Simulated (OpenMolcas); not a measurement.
# SnO (tin(ii) oxide), step by step

Aim: a single-point energy (HF/ANO-RCC-MB), then the energy (CASSCF(2,2)/ANO-RCC-VDZP), then the energy (CASPT2(2,2)/ANO-RCC-VDZP) of SnO (tin(ii) oxide). 

Program for the calculation: OpenMolcas 26.06.

**1. The system as given**

The species is SnO (2 atoms), meant as a singlet with charge 0. SMILES: `[O]=[Sn]`. The coordinates come from a PBE0-D4/def2-TZVP relaxation.

Bond lengths: O1–Sn2 1.818 Å.

**2. The energy at HF/ANO-RCC-MB (DKH2) (run 1)**

mol.xyz reads:

```xyz
2

O      0.000000     0.000000    -0.007080
Sn     0.000000     0.000000     1.810660
```

step1.input reads:

```
&GATEWAY
Coord=mol.xyz
Basis=ANO-RCC-MB
Group=NoSym
&SEWARD
&SCF
PrOrbitals=0
```

Run with:

```console
$ export MOLCAS_MEM=1860
$ pymolcas step1.input > step1.log
```

Output, cut to the lines that bear on the results:

```text
--- Start Module: gateway ---
[...]
--- Stop Module: gateway /rc=_RC_ALL_IS_WELL_ ---
--- Start Module: seward ---
[...]
      Basis functions           32
--- Stop Module: seward /rc=_RC_ALL_IS_WELL_ ---
[...]
--- Start Module: scf ---
[...]
       Convergence after  11 Iterations
[...]
::    Total SCF energy                              -6247.2562063061
[...]
      Total spin, S                                     0.0000000000
[...]
      Total electronic charge=   58.000000
      Total            charge=   -0.000000
[...]
      Dipole Moment (debye):
      Origin of the operator (angstrom)=    0.0000    0.0000    1.5967
                   X= -9.0006E-11               Y=  3.2528E-12               Z=  3.1460E+00           Total=  3.1460E+00
      Quadrupole Moment (debye*angstrom):
[...]
--- Stop Module: scf /rc=_RC_ALL_IS_WELL_ ---
[...]
```

Run time: 2.7 s. Hardware: 1 thread of Arm Neoverse V2, shared host; peak memory 0.38 GiB.

**3. A single-point energy at CASSCF(2,2)/ANO-RCC-VDZP (DKH2, RICD fitting) (run 2)**

mol.xyz is that of step 2.

step2.inp reads:

```
* OSn CASSCF

&GATEWAY
  COORD = mol.xyz
  BASIS = ANO-RCC-MB
  GROUP = NoSym

&SEWARD

&RASSCF
  FILEORB = $CurrDir/step1.ScfOrb
  ALTER = 1
  1 30 32
  SPIN = 1
  NACTEL = 2 0 0
  INACTIVE = 28
  RAS2 = 2
  ORBLISTING = Nothing
>>> COPY $Project.RunFile RUNFIL1
>>> COPY $Project.RasOrb INPORB

&GATEWAY
  COORD = mol.xyz
  BASIS = ANO-RCC-VDZP
  GROUP = NoSym
  RICD

&SEWARD
>>> COPY $Project.RunFile RUNFIL2

&EXPBAS

&RASSCF
  FILEORB = $Project.ExpOrb
  SPIN = 1
  NACTEL = 2 0 0
  INACTIVE = 28
  RAS2 = 2
  ORBLISTING = Nothing
  ORBAPPEAR = Compact
```

Run with:

```console
$ export MOLCAS_MEM=1860
$ pymolcas step2.inp > step2.log
```

Output, cut to the lines that bear on the results:

```text
--- Start Module: gateway ---
[...]
--- Stop Module: gateway /rc=_RC_ALL_IS_WELL_ ---
[...]
      Basis functions           32
[...]
      Number of active orbitals                  2
[...]
      Spin quantum number                      0.0
[...]
      Active orbitals                            2
[...]
      Number of CSFs                             3
[...]
      Number of root(s) required                 1
[...]
      Convergence after 29 iterations
[...]
      printout of CI-coefficients larger than  0.05 for root  1
      energy=   -6247.270636
      conf/sym  11     Coeff  Weight
             1  20   0.99139 0.98285
             3  02  -0.13094 0.01715
      Natural orbitals and occupation numbers for root  1
      sym 1:   1.965707   0.034293
      ************************************************************************************************************************
      *                                                    Final results                                                     *
[...]
::    RASSCF root number  1 Total energy:  -6247.27063636
[...]
      Basis functions           57
[...]
--- Start Module: expbas ---
[...]
--- Stop Module: expbas /rc=_RC_ALL_IS_WELL_ ---
--- Start Module: rasscf ---
[...]
      Convergence after 24 iterations
[...]
      Natural orbitals and occupation numbers for root  1
      sym 1:   1.974131   0.025869
      ************************************************************************************************************************
      *                                                    Final results                                                     *
[...]
::    RASSCF root number  1 Total energy:  -6247.38388699
[...]
      Total electronic charge=   58.000000
      Total            charge=   -0.000000
[...]
      Dipole Moment (debye):
      Origin of the operator (angstrom)=    0.0000    0.0000    1.5967
                   X=  8.7460E-08               Y=  8.7434E-08               Z=  5.4776E+00           Total=  5.4776E+00
      Quadrupole Moment (debye*angstrom):
[...]
--- Stop Module: rasscf /rc=_RC_ALL_IS_WELL_ ---
[...]
```

Run time: 13 s. Hardware: 1 thread of Arm Neoverse V2, shared host; peak memory 0.38 GiB.

**4. A single-point energy at CASPT2(2,2)/ANO-RCC-VDZP (DKH2, RICD fitting, ipea shift 0.25 Eh, pt2 variant SS) (run 3)**

mol.xyz is that of step 3.

step3.input reads:

```
&GATEWAY
COORD=mol.xyz
BASIS=ANO-RCC-VDZP
GROUP=NoSym
RICD
&SEWARD
&RASSCF
FILEORB=$CurrDir/step2.RasOrb
SPIN=1
NACTEL=2 0 0
INACTIVE=28
RAS2=2
ORBLISTING=Nothing
ORBAPPEAR=Compact
&CASPT2
IMAGINARY=0.2
```

Run with:

```console
$ export MOLCAS_MEM=1860
$ pymolcas step3.input > step3.log
```

Output, cut to the lines that bear on the results:

```text
--- Start Module: gateway ---
[...]
--- Stop Module: gateway /rc=_RC_ALL_IS_WELL_ ---
[...]
      Basis functions           57
[...]
--- Start Module: rasscf ---
[...]
      Number of active orbitals                  2
[...]
      Spin quantum number                      0.0
[...]
      Active orbitals                            2
[...]
      Number of CSFs                             3
[...]
      Number of root(s) required                 1
[...]
      Convergence after  4 iterations
[...]
      printout of CI-coefficients larger than  0.05 for root  1
      energy=   -6247.383887
      conf/sym  11     Coeff  Weight
             1  20   0.99351 0.98707
             3  02  -0.11373 0.01293
      Natural orbitals and occupation numbers for root  1
      sym 1:   1.974132   0.025868
      ************************************************************************************************************************
      *                                                    Final results                                                     *
[...]
::    RASSCF root number  1 Total energy:  -6247.38388700
[...]
      Total electronic charge=   58.000000
      Total            charge=   -0.000000
[...]
      Dipole Moment (debye):
      Origin of the operator (angstrom)=    0.0000    0.0000    1.5967
                   X=  4.9095E-09               Y= -5.6867E-09               Z=  5.4774E+00           Total=  5.4774E+00
      Quadrupole Moment (debye*angstrom):
[...]
--- Stop Module: rasscf /rc=_RC_ALL_IS_WELL_ ---
--- Start Module: caspt2 ---
[...]
      E2 (Variational):          -0.5931753173
      Total energy:           -6247.9770623128
[...]
      Reference weight:           0.85132
[...]
::    CASPT2 Root  1     Total energy:  -6247.97706231
[...]
--- Stop Module: caspt2 /rc=_RC_ALL_IS_WELL_ ---
[...]
```

It took 9 s on 1 thread of Arm Neoverse V2, shared host; peak memory 0.37 GiB.

**5. What came out**

| quantity | value |
| --- | --- |
| run 1, HF/ANO-RCC-MB: total energy | -6247.25621 Eh |
| run 1, HF/ANO-RCC-MB: dipole moment | 3.15 D |
| run 1, HF/ANO-RCC-MB: HOMO energy | -10.10 eV |
| run 1, HF/ANO-RCC-MB: LUMO energy | 0.77 eV |
| run 1, HF/ANO-RCC-MB: HOMO–LUMO gap | 10.87 eV |
| run 2, CASSCF(2,2)/ANO-RCC-VDZP: total energy | -6247.38389 Eh |
| run 2, CASSCF(2,2)/ANO-RCC-VDZP: dipole moment (CASSCF density) | 5.48 D |
| run 3, CASPT2(2,2)/ANO-RCC-VDZP: total energy | -6247.97706 Eh |
| run 3, CASPT2(2,2)/ANO-RCC-VDZP: dipole moment (CASSCF density) | 5.48 D |
